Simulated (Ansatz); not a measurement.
A nudged elastic band was laid between two geometries of a periodic cell of 17 atoms, TiSi$_{16}$ (host Si, host structure diamond, interstitial Ti).

All numbers below come from DFT PBEsol, scalar-relativistic, plane waves, PAW in Ansatz. Settings: PAW set soft_1, cutoff 420 eV, k mesh 2x2x2, gaussian smearing 0.02 eV, no spin polarisation.

* movable images: 3
* climbing image: yes
* spring: 5.0 eV/Å²
* optimiser: quadratic models (default)
* start path: IDPP
* force threshold: 0.03 eV/Å
* iteration limit: 73
* end points: relaxed

Initial state:

```xyz
17
Lattice="0.0000 5.4300 5.4300 5.4300 0.0000 5.4300 5.4300 5.4300 0.0000" Properties=species:S:1:pos:R:3
Si 0.040 -0.013 -0.042
Si 1.387 1.310 1.311
Si 2.775 2.676 0.003
Si 4.131 4.073 1.298
Si 2.752 -0.018 2.677
Si 4.118 1.312 4.041
Si 5.427 2.679 2.655
Si 6.786 4.055 4.073
Si 0.072 2.672 2.695
Si 1.376 4.064 4.052
Si 2.755 5.377 2.678
Si 4.169 6.705 4.101
Si 2.735 2.674 5.356
Si 4.147 4.058 6.711
Si 5.472 5.352 5.395
Si 6.763 6.710 6.693
Ti 8.183 8.087 8.110
```

Final state:

```xyz
17
Lattice="0.0000 5.4300 5.4300 5.4300 0.0000 5.4300 5.4300 5.4300 0.0000" Properties=species:S:1:pos:R:3
Si 0.081 -0.103 -0.018
Si 1.409 1.317 1.397
Si 2.716 2.696 0.021
Si 4.109 3.995 1.379
Si 2.718 -0.059 2.776
Si 4.110 1.299 4.078
Si 5.474 2.684 2.765
Si 6.798 4.035 4.113
Si 0.078 2.733 2.817
Si 1.431 4.033 4.109
Si 2.728 5.354 2.793
Si 4.108 6.767 4.152
Si 2.725 2.713 5.434
Si 4.109 4.069 6.847
Si 5.473 5.382 5.463
Si 6.801 6.748 6.828
Ti 9.559 6.748 6.826
```

**Question.** Which bonds break or form, and what moves?

**Answer.** Contacts lost: Si3–Ti17, Si5–Ti17, Si7–Ti17, Si8–Ti17. Contacts made: Si1–Ti17, Si2–Ti17, Si4–Ti17, Si6–Ti17. The atom that moves furthest is Ti17, by 2.31 Å.

**Question.** What energy profile does the band end with?

**Answer.** The run converged. The highest image is number 2 of 0 to 4, 1.73 eV above the ends, which have the same energy within 2 meV. Neighbouring images differ by up to 1.3 eV, so the band resolves the path poorly. By the program's own check the climbing image is a first-order saddle point (lowest curvatures found: -5.38 and 0.19 eV/Å²). Limits of this set-up: coarse k mesh, PAW files made for another functional.

| image | path coordinate (Å) | energy (eV) | Si3–Ti17 (Å) | Si5–Ti17 (Å) | Si7–Ti17 (Å) |
| --- | --- | --- | --- | --- | --- |
| 0 | 0.00 | 0.00 | 2.75 | 2.76 | 2.76 |
| 1 | 0.85 | 0.43 | 3.00 | 2.91 | 2.90 |
| 2 | 1.69 | 1.73 | 3.59 | 3.46 | 3.46 |
| 3 | 2.57 | 0.38 | 4.25 | 4.17 | 4.17 |
| 4 | 3.45 | 0.00 | 4.46 | 4.47 | 4.49 |

**Question.** What is the geometry of the highest image?

**Answer.** 
```xyz
17
Lattice="0.0000 5.4300 5.4300 5.4300 0.0000 5.4300 5.4300 5.4300 0.0000" Properties=species:S:1:pos:R:3:forces:R:3
Si -0.168 0.165 0.248 0.00 0.00 0.00
Si 1.373 1.419 1.498 0.00 0.00 0.00
Si 2.754 2.672 0.065 0.00 0.00 0.00
Si 4.006 4.055 1.497 0.00 0.00 0.00
Si 2.856 -0.062 2.579 0.00 0.00 0.00
Si 4.108 1.321 4.011 0.00 0.00 0.00
Si 5.489 2.574 2.578 0.00 0.00 0.00
Si 7.030 3.828 3.828 0.00 0.00 0.00
Si 0.121 2.816 2.905 0.00 0.01 -0.01
Si 1.211 4.217 4.347 0.00 0.00 0.00
Si 2.605 5.309 2.899 0.00 0.00 -0.01
Si 4.158 6.695 4.277 0.00 0.00 0.00
Si 2.704 2.729 5.229 0.00 0.00 0.00
Si 4.257 4.115 6.606 0.00 0.00 0.01
Si 5.652 5.206 5.158 0.00 0.00 0.00
Si 6.741 6.608 6.601 0.00 -0.01 0.01
Ti 8.861 7.427 7.468 0.00 0.00 0.00
```

The band took 17 iterations and of the order of 11 core-minutes.

The run took 11 min on 1 thread of Arm Neoverse V2 (shared host), peak memory 0.85 GiB.
